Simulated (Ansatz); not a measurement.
# C2HFI2, SMILES FC(I)=CI: harmonic frequencies at the relaxed geometry

Program: the Python package of Ansatz (0.2.0).

At the Python prompt:
```pycon
>>> import itertools
>>> import ansatz as az
>>> from ase.data import atomic_numbers, covalent_radii
>>> import numpy as np
>>> c2hfi2 = (
...     az.Crystal.molecule()
...     .atom('F', [-0.2711, -1.1733, 1.4344])
...     .atom('C', [0.2482, -0.5303, 0.3351])
...     .atom('I', [1.9344, -1.3202, -0.3832])
...     .atom('C', [-0.4682, 0.5162, -0.0827])
...     .atom('I', [-0.0564, 1.7196, -1.6754])
...     .atom('H', [-1.352, 0.7968, 0.452])
... )
>>> model = c2hfi2.calculation()
>>> model = model.basis(gaussian='def2-SVP')
>>> model = model.functional('pbe0')
>>> symbols = [site.symbol for site in c2hfi2.cartesian_sites]
>>> start = np.array([site.position_ang for site in c2hfi2.cartesian_sites], dtype=float)
>>> summary = model.relax(force_tolerance=0.003).run(threads=1).report
>>> end = np.array(summary['positions_ang'])
>>> # pairs closer than 1.2 times the sum of covalent radii, before or after
>>> radius = [covalent_radii[atomic_numbers[s]] for s in symbols]
>>> span = lambda where, i, j: np.linalg.norm(where[i] - where[j])
>>> bonded = [(i, j) for i, j in itertools.combinations(range(len(symbols)), 2) if min(span(start, i, j), span(end, i, j)) < 1.2 * (radius[i] + radius[j])]
>>> print('pair        before    after (A)')
pair        before    after (A)
>>> for i, j in bonded:
...     print(f'{symbols[i]}{i}-{symbols[j]}{j}'.ljust(10), f'{span(start, i, j):8.4f} {span(end, i, j):8.4f}')
...
F0-C1        1.3753   1.3222
C1-I2        1.9958   2.0862
C1-C3        1.3353   1.3341
C3-I4        2.0382   2.0663
C3-H5        1.0704   1.0932
>>> # same settings at the minimum
>>> minimum = az.Crystal.molecule()
>>> for symbol, place in zip(symbols, end):
...     minimum = minimum.atom(symbol, place.tolist())
...
>>> vibrating = (
...     minimum.calculation()
...     .basis(gaussian='def2-SVP')
...     .functional('pbe0')
...     .phonons(temperatures=(298.15, 498.15, 100))
... )
>>> vib = vibrating.run(threads=1).report['vibrations']
>>> sums = vib['harmonic_sums']
>>> modes = [m['omega_inv_cm'] for m in sums['modes_at_gamma'] if m['rigid_motion'] == 'no']
>>> print('frequencies (1/cm):', ' '.join(f'{w:.0f}' for w in modes))
frequencies (1/cm): 81 205 286 353 455 474 782 786 1153 1208 1696 3231
>>> print('imaginary modes:', sum(w < 0 for w in modes), ' zero-point energy:', round(sums['zero_point_energy_ev'], 4), 'eV')
imaginary modes: 0  zero-point energy: 0.664 eV
>>> print('T (K)   F_vib (eV)   S_vib (meV/K)   C_vib (meV/K)')
T (K)   F_vib (eV)   S_vib (meV/K)   C_vib (meV/K)
>>> for row in zip(sums['temperatures_k'], sums['vibrational_free_energy_ev'], vib['entropy_ev_per_k'], vib['heat_capacity_ev_per_k']):
...     print(f'{row[0]:6.1f} {row[1]:11.4f} {1000 * row[2]:13.4f} {1000 * row[3]:15.4f}')
...
 298.1      0.6032        0.4620          0.5009
 398.1      0.5489        0.6217          0.6035
 498.1      0.4794        0.7656          0.6801
```

What to keep in mind:
- The frequencies are harmonic and unscaled, in a modest basis.
- def2 sets replace the cores of elements past krypton by effective core potentials.
- The result belongs to the one conformer reached from this start, and soft torsions count as harmonic oscillators.
- Wall time of the script: 3.7 min on 1 thread of Arm Neoverse V1, with other jobs on the host, peak memory 0.35 GiB.
